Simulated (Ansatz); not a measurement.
**C6H17InSe: how energies converge with the basis set**

One table from this session's results is given with a row withheld; the runs are named, their logs left out.

Method: one geometry, several basis sets; program: Ansatz 0.2.0, Gaussian basis.

Levels to be run: PBE0-D4/def2-SVP; ωB97M-V/def2-SVP; PBE0-D4/def2-QZVPP; ωB97M-V/def2-QZVPP; the functionals' def2-TZVPP values are taken from earlier runs.

## Structure used throughout

An earlier PBE0-D4 in a triple-zeta def2 set relaxation fixed the geometry. In takes the def2 core potential; no spin-orbit term is included.

SMILES `C[CH2][In-]([SeH2+])([CH2]C)[CH2]C`, 25 atoms, charge 0, spin multiplicity 1.

Atoms are counted from 1 here; the program's logs count them from 0.

Bond lengths: C1–C2 1.522 Å, C1–H9 1.096 Å, C1–H10 1.096 Å, C1–H11 1.094 Å, C2–In3 2.190 Å, C2–H12 1.095 Å, C2–H13 1.095 Å, In3–Se4 3.040 Å, In3–C5 2.185 Å, In3–C7 2.189 Å, Se4–H14 1.468 Å, Se4–H15 1.468 Å, C5–C6 1.524 Å, C5–H16 1.095 Å, C5–H17 1.094 Å, C6–H18 1.094 Å, C6–H19 1.096 Å, C6–H20 1.094 Å and more. Angles: C2–C1–H9 112.1°, C2–C1–H10 112.6°, C2–C1–H11 111.7°, H9–C1–H10 106.6°, H9–C1–H11 106.3°, H10–C1–H11 107.1°, C1–C2–In3 114.3°, C1–C2–H12 110.2°, C1–C2–H13 110.8°, In3–C2–H12 107.1°, In3–C2–H13 108.6°, H12–C2–H13 105.4°, C2–In3–Se4 92.9°, C2–In3–C5 119.3°, C2–In3–C7 117.0°, Se4–In3–C5 98.5°, Se4–In3–C7 92.7°, C5–In3–C7 121.7° and more.

Set-up of the first run:

Input file in.yaml:

```yaml
crystal:
  periodic: [false, false, false]
  atoms:
    - {symbol: C, position_ang: [0.544046, -1.194655, -2.505567]}
    - {symbol: C, position_ang: [-0.352008, -0.111481, -1.921389]}
    - {symbol: In, position_ang: [-0.233725, 0.076569, 0.257357]}
    - {symbol: Se, position_ang: [-1.806644, -2.483437, 0.719885]}
    - {symbol: C, position_ang: [-1.568481, 1.467246, 1.285484]}
    - {symbol: C, position_ang: [-2.102879, 2.583408, 0.395650]}
    - {symbol: C, position_ang: [1.557228, -0.726399, 1.226940]}
    - {symbol: C, position_ang: [2.757555, 0.209886, 1.126476]}
    - {symbol: H, position_ang: [0.304950, -2.187287, -2.107918]}
    - {symbol: H, position_ang: [0.462639, -1.266862, -3.596584]}
    - {symbol: H, position_ang: [1.597790, -1.016904, -2.272682]}
    - {symbol: H, position_ang: [-0.090019, 0.864464, -2.343976]}
    - {symbol: H, position_ang: [-1.397514, -0.278716, -2.200364]}
    - {symbol: H, position_ang: [-1.117120, -3.134568, -0.401027]}
    - {symbol: H, position_ang: [-0.821094, -3.006759, 1.674165]}
    - {symbol: H, position_ang: [-2.397604, 0.883499, 1.699187]}
    - {symbol: H, position_ang: [-1.034990, 1.881571, 2.146095]}
    - {symbol: H, position_ang: [-2.646246, 2.189416, -0.468005]}
    - {symbol: H, position_ang: [-2.788663, 3.250395, 0.931103]}
    - {symbol: H, position_ang: [-1.296894, 3.208873, 0.000386]}
    - {symbol: H, position_ang: [1.792994, -1.689874, 0.763303]}
    - {symbol: H, position_ang: [1.325428, -0.931386, 2.276928]}
    - {symbol: H, position_ang: [3.026537, 0.415217, 0.085600]}
    - {symbol: H, position_ang: [3.651119, -0.202879, 1.609069]}
    - {symbol: H, position_ang: [2.560296, 1.176467, 1.600283]}
basis:
  gaussian: {orbitals: def2-SVP}
hamiltonian: {xc: pbe0, dispersion: d4}
output: {orbitals: {seedname: orbitals}}
```

Steps of the session up to this table: PBE0-D4 in def2-SVP; ωB97M-V in def2-SVP; PBE0-D4 in def2-QZVPP; ωB97M-V in def2-QZVPP.

One table of the session follows, with a row left open; its other results are not shown here.

It belongs to the step «Functionals by basis». 

```
functional       basis  HOMO (eV)
   PBE0-D4    def2-SVP      -6.10
   PBE0-D4  def2-TZVPP      -6.15
   PBE0-D4  def2-QZVPP      -6.16
   ωB97M-V    def2-SVP      -8.27
   ωB97M-V  def2-TZVPP          ?
   ωB97M-V  def2-QZVPP      -8.33
```

Q: Estimate the row for ωB97M-V, def2-TZVPP from the others.

As computed: HOMO (eV): -8.32. In the column «HOMO (eV)» it lies between ωB97M-V, def2-QZVPP (-8.33) and ωB97M-V, def2-SVP (-8.27).
